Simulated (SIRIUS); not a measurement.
Runs of SIRIUS 7.12.0 on MoSe. Symmetry: P3m1, No. 156, trigonal system. The conventional cell has a = 3.471 Å, b = 3.471 Å, c = 4.373 Å, α = 90.00°, β = 90.00°, γ = 120.00°. Mo (site symmetry 3m) is surrounded by 3 Se at 2.04 Å. Se (site symmetry 3m) is surrounded by 3 Mo at 2.04 Å. The cell was built by a generator and needn't be a form met in nature.

| smearing | gap on the mesh (eV) | largest force (eV/Å) |
| --- | --- | --- |
| fermi-dirac 0.01 eV | none | 6.09 |
| fermi-dirac 0.03 eV | none | 6.13 |
| fermi-dirac 0.1 eV | none | 6.23 |
| fermi-dirac 0.3 eV | none | (a) |
| fermi-dirac 0.2 eV | none | (b) |

Alike in all rows: task single point; level PBE; potentials or basis all-electron FP-LAPW, apw+lo standard; no spin polarisation; cell as given; k mesh 9 × 9 × 6; cutoff (eV) 284.

Problem. Estimate the missing entries.

Solution. (a) 6.43; (b) 6.34.

Caveats: forces of over 1 eV/Å show positions far from the minimum, so gaps and moduli don't describe the material at rest.

A k mesh can miss the band edges, and the runs leave out spin-orbit coupling on Mo, Se.

A gap of «none» marks a metal or a gap under the smearing width.
